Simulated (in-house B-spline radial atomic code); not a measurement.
# Ag²⁺ in a hard spherical wall

What does confinement do to Ag²⁺? The free system is solved first, then the same system inside hard walls. More than one configuration is followed.

The numbers are computed with in-house B-spline radial atomic code version 1 (non-relativistic PBE, spin-polarised, spherical fractional occupations, point nucleus, basis-set limit), except any that are marked as measured or tabulated.

### 1 The system

| Quantity | Value |
| --- | --- |
| element | silver (Z = 47) |
| charge | +2 |
| electrons | 45 |
| configuration | [Kr] 4d9 |
| Hamiltonian | non-relativistic |
| nucleus | point |

The outer shells:

[Kr] 4d9
```
[Kr] core
4d [↑↓][↑↓][↑↓][↑↓][↑ ]
```

Where spins are not typed, each open shell is filled with up spins first.

### 2 The free system

Input settings:

```ini
Z = 47
electrons = 45.0
configuration = [Kr] 4d9
hamiltonian = nr
method = pbe,pbe
spin_polarised = True
```

### 3 Wall at 6.41 bohr, configuration [Kr] 4d9

Changes to the settings of step 2:

```diff
@@ -6 +6,2 @@
 spin_polarised = True
+wall_radius = 6.41
```

### 4 Wall at 2.82 bohr, configuration [Kr] 4d9

Changes to the settings of step 3:

```diff
@@ -6,2 +6,2 @@
 spin_polarised = True
-wall_radius = 6.41
+wall_radius = 2.82
```

### 5 Wall at 1.52 bohr, configuration [Kr] 4d9

Changes to the settings of step 4:

```diff
@@ -6,2 +6,2 @@
 spin_polarised = True
-wall_radius = 2.82
+wall_radius = 1.52
```

### 6 Wall at 6.41 bohr, configuration [Ar] 3d9 4s2 4p6 4d9 4f1

Input settings:

```ini
Z = 47
electrons = 45.0
configuration = [Ar] 3d9 4s2 4p6 4d9 4f1
hamiltonian = nr
method = pbe,pbe
spin_polarised = True
wall_radius = 6.41
```

### 7 Wall at 2.82 bohr, configuration [Ar] 3d9 4s2 4p6 4d9 4f1

Changes to the settings of step 6:

```diff
@@ -6,2 +6,2 @@
 spin_polarised = True
-wall_radius = 6.41
+wall_radius = 2.82
```

### 8 Wall at 1.52 bohr, configuration [Ar] 3d9 4s2 4p6 4d9 4f1

Changes to the settings of step 7:

```diff
@@ -6,2 +6,2 @@
 spin_polarised = True
-wall_radius = 2.82
+wall_radius = 1.52
```

### 9 Wall at 6.41 bohr, configuration [Ar] 3d10 4s2 4p5 4d10

Input settings:

```ini
Z = 47
electrons = 45.0
configuration = [Ar] 3d10 4s2 4p5 4d10
hamiltonian = nr
method = pbe,pbe
spin_polarised = True
wall_radius = 6.41
```

### 10 Wall at 2.82 bohr, configuration [Ar] 3d10 4s2 4p5 4d10

Changes to the settings of step 9:

```diff
@@ -6,2 +6,2 @@
 spin_polarised = True
-wall_radius = 6.41
+wall_radius = 2.82
```

### 11 Wall at 1.52 bohr, configuration [Ar] 3d10 4s2 4p5 4d10

Changes to the settings of step 10:

```diff
@@ -6,2 +6,2 @@
 spin_polarised = True
-wall_radius = 2.82
+wall_radius = 1.52
```

Before running: What do the energy and the highest level do as the wall closes in, and which configuration is lower at each radius?

As calculated:

| configuration | radius (bohr) | energy above the free system (eV) | pressure (GPa) | highest level (eV) |
| --- | --- | --- | --- | --- |
| [Kr] 4d9 | 6.41 | 0.0020 | 0.011 | -28.892 (4d down) |
| [Kr] 4d9 | 2.82 | 14.526 | 398 | -22.268 (4d down) |
| [Kr] 4d9 | 1.52 | 623.60 | 78607 | 68.454 (4d down) |
| [Ar] 3d9 4s2 4p6 4d9 4f1 | 6.41 | 399.42 | 3.06 | -3.332 (4f up) |
| [Ar] 3d9 4s2 4p6 4d9 4f1 | 2.82 | 430.33 | 495 | 23.775 (4f up) |
| [Ar] 3d9 4s2 4p6 4d9 4f1 | 1.52 | 1053.46 | 79519 | 133.29 (4f up) |
| [Ar] 3d10 4s2 4p5 4d10 | 6.41 | 49.787 | 0.00975 | -29.777 (4d down) |
| [Ar] 3d10 4s2 4p5 4d10 | 2.82 | 64.742 | 414 | -23.155 (4d down) |
| [Ar] 3d10 4s2 4p5 4d10 | 1.52 | 686.97 | 79621 | 68.276 (4d down) |

**Reading.** For [Kr] 4d9 the energy above the free reference is 0.0020 eV at 6.41 bohr and 623.60 eV at 1.52 bohr, where the electrons press on it with 78607 GPa. Its highest level passes zero between 2.82 and 1.52 bohr; in smaller spheres the level is positive, pushed up by confinement, and the wall keeps the electron in. Of [Kr] 4d9 and [Ar] 3d9 4s2 4p6 4d9 4f1, the first stays lower at every radius that both share. At 1.52 bohr the lowest of all 3 is [Kr] 4d9. A hard wall is a crude model of an atom's surroundings.
